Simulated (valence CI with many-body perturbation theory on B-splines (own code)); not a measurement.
# Levels and ionisation energy of Ti¹⁶⁺

Aim: the low levels of Ti¹⁶⁺, its ionisation energy, and how pure its levels are, set against NIST.

Program: an in-house CI+MBPT code version 3. Level of theory: configuration interaction of the valence electrons, many-body perturbation theory for a frozen closed Dirac-Fock core, no-pair Dirac Hamiltonian, B-spline basis. These are calculated values, not measurements, unless marked.

## Step 1: The atom as given

* element: titanium (Z = 22, A = 48)
* charge: +16
* frozen core: [He]
* start configuration of the valence electrons: 2s2 2p2
* nuclear rms radius: 3.5921 fm

## Step 2: The calculation

Settings of the run:

```ini
atom Ti  Z=22  mass_number=48  rms_radius_fm=3.5921
core [He]
valence 2s2 2p2
avg = 1
basis = L
breit = 1
cap = 40000
capref = 1200
cscale = 1
de = 0.0
dress = 0
eps = 2e-08
h = 0.27
hh = 1
l2 = 3
lcore = 6
maxit = 60
n2 = 5
natural = 1
nlev = 60
nno = [7, 7, 6, 5, 4, 2, 1]
nroot = 26
nsp = [4, 4, 3, 2, 1, 0, 0]
pt2 = 1
qed = 1
rpa = 1
s1 = 1
s2 = 1
s3 = 1
screen = 1
tol = 2e-05
```

Command:

```sh
> python run_cv.py task.json out
```

task.json holds these settings.

Standard output:

```text
rmax 5.0 intervals 60 orbitals 81 references ['2s2 2p2', '2s 2p3', '2p4'] scf 4
2J=1 par=1 roots 2 ref 40 generators 2 cand 2895/4152 P 1753/2664 nnz 1.5e+06 it 5
2J=1 par=1 roots 2 ref 40 generators 6 cand 3877/5395 P 2230/3377 nnz 2.1e+06 it 6
   second order: generators 17 cand 11003/16261 e2 -0.00004 -0.00001
2J=3 par=1 roots 2 ref 58 generators 4 cand 3834/7081 P 1944/3813 nnz 2.8e+06 it 4
2J=3 par=1 roots 2 ref 58 generators 10 cand 6879/13540 P 2529/4911 nnz 4.3e+06 it 4
   second order: generators 21 cand 15098/32441 e2 -0.00002 -0.00002
reference levels 672, estimated 460, window 5679752 1/cm; series limit 7768684, core excitation 37271962
2J=0 par=0 roots 12 ref 38 generators 17 cand 19501/32646 P 5397/8000 nnz 3.7e+06 it 9
2J=0 par=0 roots 12 ref 38 generators 31 cand 30365/51293 P 14212/23464 nnz 2.4e+07 it 10
   second order: generators 79 cand 69992/128564 e2 -0.00008 -0.00001
2J=2 par=0 roots 18 ref 83 generators 20 cand 25085/92215 P 2641/7997 nnz 5.3e+06 it 9
2J=2 par=0 roots 18 ref 83 generators 41 cand 50619/204486 P 11184/39997 nnz 7.9e+07 it 14
   second order: generators 89 cand 97904/398437 e2 -0.00083 -0.00010
2J=4 par=0 roots 19 ref 93 generators 21 cand 27994/131795 P 2418/8000 nnz 5.9e+06 it 11
2J=4 par=0 roots 19 ref 93 generators 38 cand 50486/253782 P 9685/39996 nnz 8.5e+07 it 14
   second order: generators 94 cand 103487/585357 e2 -0.00153 -0.00021
2J=4 par=1 roots 19 ref 100 generators 22 cand 27987/131608 P 2295/7999 nnz 6.1e+06 it 12
2J=4 par=1 roots 19 ref 100 generators 42 cand 57812/301271 P 9260/39999 nnz 8.7e+07 it 12
   second order: generators 100 cand 113014/644332 e2 -0.00108 -0.00021
2J=2 par=1 roots 18 ref 94 generators 23 cand 25178/92344 P 2826/7995 nnz 5.4e+06 it 8
2J=2 par=1 roots 18 ref 94 generators 42 cand 50887/206340 P 11616/39996 nnz 8e+07 it 10
   second order: generators 115 cand 110740/481500 e2 -0.00053 -0.00009
2J=6 par=1 roots 11 ref 70 generators 15 cand 27184/140783 P 2399/8000 nnz 6e+06 it 6
2J=6 par=1 roots 11 ref 70 generators 26 cand 46462/278200 P 8733/39991 nnz 9.6e+07 it 7
   second order: generators 70 cand 96862/667546 e2 -0.00068 -0.00022
2J=0 par=1 roots 7 ref 37 generators 12 cand 15934/25384 P 5228/8000 nnz 3.8e+06 it 8
2J=0 par=1 roots 7 ref 37 generators 24 cand 30526/52234 P 11892/19200 nnz 1.8e+07 it 8
   second order: generators 65 cand 75431/136973 e2 -0.00006 -0.00002
2J=6 par=0 roots 9 ref 63 generators 12 cand 27054/140629 P 2316/8000 nnz 5.9e+06 it 14
2J=6 par=0 roots 9 ref 63 generators 21 cand 44956/277467 P 8456/39983 nnz 9.5e+07 it 16
   second order: generators 60 cand 93706/644862 e2 -0.00056 -0.00024
2J=8 par=1 roots 4 ref 36 generators 6 cand 15635/84271 P 2231/7998 nnz 6.5e+06 it 5
2J=8 par=1 roots 4 ref 36 generators 14 cand 30849/204331 P 7422/36046 nnz 1e+08 it 6
   second order: generators 40 cand 72306/540621 e2 -0.00012 -0.00006
2J=8 par=0 roots 4 ref 31 generators 4 cand 13932/82725 P 2299/7996 nnz 6.3e+06 it 6
2J=8 par=0 roots 4 ref 31 generators 11 cand 33989/227093 P 7446/38904 nnz 1.2e+08 it 11
   second order: generators 32 cand 62251/434226 e2 -0.00016 -0.00006
2J=10 par=0 roots 2 ref 11 generators 2 cand 8663/47775 P 2121/7988 nnz 8e+06 it 5
2J=10 par=0 roots 2 ref 11 generators 5 cand 17874/126945 P 4577/21673 nnz 5.5e+07 it 5
   second order: generators 20 cand 43843/305851 e2 -0.00012 -0.00006
left out: unestimated 7493892, estimated 6020224, shifts from estimates -880 to 638
```

Wall time 3.4 min (1 thread of Intel Xeon 6975P-C (Granite Rapids), shared host); peak memory 1.2 GiB.

In the log, the blocks before «reference levels» are the next ion; each later block is one J and parity (par 1 is odd): roots sought, reference size, generators, candidates and the variational space P (configurations/state functions), Hamiltonian entries, Davidson iterations; e2 is the second-order remainder in hartree. Σ1, Σ2 and Σ3 are the one-, two- and three-electron terms by which the core's correlation enters. In the settings nsp and nno count spectroscopic and correlating orbitals by l, and s1, s2, s3 switch or scale the Σ terms.

## Step 3: The level list

The computed levels (result record; ° odd parity; named by the leading configuration and LS term). The first 24 of 114 are listed.

```tsv
#	level	configuration weight	term weight	energy (eV)	g	lifetime (s)
0	2s2 2p2 ³P0	0.99	0.95	0.00	-	-
1	2s2 2p2 ³P1	0.99	1.00	3.68	1.499	2.23e-03
2	2s2 2p2 ³P2	0.99	0.90	6.91	1.447	4.63e-03
3	2s2 2p2 ¹D2	0.99	0.90	17.45	1.048	2.41e-04
4	2s2 2p2 ¹S0	0.96	0.95	30.05	-	4.02e-05
5	2s 2p3 ⁵S°2	1.00	0.99	41.37	1.993	7.36e-08
6	2s 2p3 ³D°2	1.00	0.91	71.79	1.195	1.63e-10
7	2s 2p3 ³D°1	1.00	0.93	71.94	0.559	1.41e-10
8	2s 2p3 ³D°3	1.00	1.00	72.76	1.331	1.97e-10
9	2s 2p3 ³P°0	1.00	1.00	84.15	-	6.81e-11
10	2s 2p3 ³P°1	1.00	0.93	84.46	1.448	6.78e-11
11	2s 2p3 ³P°2	1.00	0.88	85.18	1.461	7.44e-11
12	2s 2p3 ³S°1	1.00	0.90	104.00	1.906	1.36e-11
13	2s 2p3 ¹D°2	1.00	0.97	104.84	1.010	2.57e-11
14	2s 2p3 ¹P°1	1.00	0.91	117.04	1.079	1.61e-11
15	2p4 ³P2	0.98	0.95	157.68	1.472	2.24e-11
16	2p4 ³P1	0.99	1.00	162.87	1.499	2.06e-11
17	2p4 ³P0	0.99	0.95	163.66	-	2.04e-11
18	2p4 ¹D2	0.99	0.95	171.19	1.024	3.40e-11
19	2p4 ¹S0	0.96	0.95	193.11	-	1.72e-11
20	2s2 2p 3s ³P°0	0.96	1.00	638.25	-	9.93e-13
21	2s2 2p 3s ³P°1	0.96	0.82	639.04	1.410	8.74e-13
22	2s2 2p 3s ³P°2	0.96	1.00	645.14	1.499	9.54e-13
23	2s2 2p 3s ¹P°1	0.96	0.82	647.60	1.085	6.20e-13
```

## Step 4: What each term adds

The same run repeats the diagonalisation with simpler Hamiltonians; each column adds a term to the one before, and the last is the full result. Excitation energies in eV:

```tsv
level	valence CI alone	+ Σ1	+ Σ2	+ Σ3	+ Breit	full, with QED
2s2 2p2 ³P1	3.82	3.83	3.82	3.83	3.66	3.68
2s2 2p2 ³P2	7.29	7.31	7.30	7.30	6.89	6.91
2s2 2p2 ¹D2	17.83	17.85	17.88	17.85	17.43	17.45
2s2 2p2 ¹S0	30.23	30.24	30.36	30.30	30.04	30.05
2s 2p3 ⁵S°2	41.97	41.83	41.77	41.80	41.58	41.37
2s 2p3 ³D°2	72.39	72.25	72.17	72.14	72.00	71.79
2s 2p3 ³D°1	72.50	72.36	72.28	72.25	72.15	71.94
2s 2p3 ³D°3	73.65	73.51	73.43	73.40	72.97	72.76
ionisation energy (eV)	1131.64	1131.93	1131.91	1131.84	1131.30	1131.32
```

## Step 5: A choice of lines

Listed are the E1 lines of largest gf, the fastest ones to the lowest level and a few forbidden lines. Rates are at computed energies, electric ones in the length gauge, E1 and E2 with static core polarisation; wavelengths are in vacuum.

```tsv
upper	lower	type	λ (nm)	A (1/s)	branching
69: 2s 2p2 3p ³P°1	0: 2s2 2p2 ³P0	E1	1.743	3.57e+11	0.13
61: 2s 2p2 3p ³D°1	0: 2s2 2p2 ³P0	E1	1.759	1.60e+12	0.59
57: 2s 2p2 3p ⁵P°1	0: 2s2 2p2 ³P0	E1	1.767	3.79e+11	0.60
89: 2s 2p2 3d ⁵P1	5: 2s 2p3 ⁵S°2	E1	1.806	8.08e+12	0.84
86: 2s 2p2 3d ⁵P2	5: 2s 2p3 ⁵S°2	E1	1.807	9.90e+12	0.95
85: 2s 2p2 3d ⁵P3	5: 2s 2p3 ⁵S°2	E1	1.810	9.06e+12	0.99
40: 2s2 2p 3d ³D°1	0: 2s2 2p2 ³P0	E1	1.812	8.40e+12	0.81
46: 2s2 2p 3d ³P°2	2: 2s2 2p2 ³P2	E1	1.814	6.04e+12	0.73
42: 2s2 2p 3d ³D°2	1: 2s2 2p2 ³P1	E1	1.814	5.35e+12	0.80
44: 2s2 2p 3d ³D°3	2: 2s2 2p2 ³P2	E1	1.818	9.81e+12	0.98
79: 2s 2p2 3d ⁵D3	5: 2s 2p3 ⁵S°2	E1	1.821	3.24e+12	0.99
50: 2s2 2p 3d ¹F°3	3: 2s2 2p2 ¹D2	E1	1.827	1.38e+13	0.98
51: 2s2 2p 3d ¹P°1	4: 2s2 2p2 ¹S0	E1	1.861	7.64e+12	0.93
91: 2s 2p2 3d ³F3	6: 2s 2p3 ³D°2	E1	1.885	3.61e+12	0.91
3: 2s2 2p2 ¹D2	1: 2s2 2p2 ³P1	M1	90.00	1.87e+03	0.45
3: 2s2 2p2 ¹D2	2: 2s2 2p2 ³P2	M1	117.6	2.28e+03	0.55
1: 2s2 2p2 ³P1	0: 2s2 2p2 ³P0	M1	337.2	4.48e+02	1.00
2: 2s2 2p2 ³P2	1: 2s2 2p2 ³P1	M1	383.4	2.16e+02	1.00
```

## Step 6: Summary of results

| quantity | computed | tabulated |
| --- | --- | --- |
| lowest level | 2s2 2p2 ³P0 | 2s2 2p2 ³P0 |
| first excitation | 2s2 2p2 ³P1, 3.68 eV | - |
| ionisation energy, to 2s2 2p ²P° J = 1/2 | 1131.3 eV | 1130.2 ± 0.5 eV (semi-empirical) |
| dipole polarisability of the lowest level | 0.02179 bohr³ | - |
| no level missing from the run's list below | 746.29 eV | - |

The ionisation energy is 1.1 eV (0.10 %) above the NIST entry, whose uncertainty is 0.5 eV. Of the added terms Breit moves the ionisation energy most, by -0.545 eV. The lowest level is 99 % 2s2 2p2. Cautions: by estimate levels hold to under 0.1 % in light ions and to 0.1 to 0.5 % in heavy ones.
